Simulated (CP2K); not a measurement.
Crystal: HfIn4SiO6.

```
Hf In Si O
1.0
     5.69869    0.00000    0.00000
    -0.70099    6.10862    0.00000
    -2.71996   -1.39790    6.63735
Hf In Si O
1 4 1 6
Direct
  0.11793 0.01556 0.13292
  0.38842 0.99901 0.72891
  0.75865 0.00842 0.49586
  0.23461 0.48841 0.53300
  0.59649 0.48211 0.20528
  0.86778 0.44029 0.85544
  0.55316 0.38738 0.79290
  0.93454 0.38483 0.65596
  0.98414 0.26218 0.00347
  0.99083 0.69806 0.98452
  0.08665 0.06493 0.39374
  0.48680 0.10883 0.21799
```

The cell was built by a generator and needn't be a form met in nature.

Base run:

| Item | Value |
| --- | --- |
| Program | CP2K 2026.2 |
| Functional | LDA |
| Potentials or basis | POTENTIAL_UZH Hf GTH-PBE-q12, In GTH-PBE-q13, Si GTH-PBE-q4, O GTH-PBE-q6; TZVP-MOLOPT-PBE-GTH basis |
| Density cutoff | 13606 eV |
| k mesh | 5 × 5 × 4 |
| Occupations | fermi-dirac, width 0.05 eV |
| Spin | no spin polarisation |

Its results: pressure -4.5 GPa; largest force 0.743 eV/Å.

**Question.** The run is repeated on the same cell with these changes: functional from LDA to RPBE. What comes out?

**Answer.** Pressure 1.4 GPa; largest force 0.557 eV/Å.

RPBE binds less tightly than LDA, so the same cell stands under more pressure.

Caveats: the potentials were made for another functional, which shifts forces and pressure; the basis of atomic orbitals isn't converged, which shifts pressures, moduli and gaps.
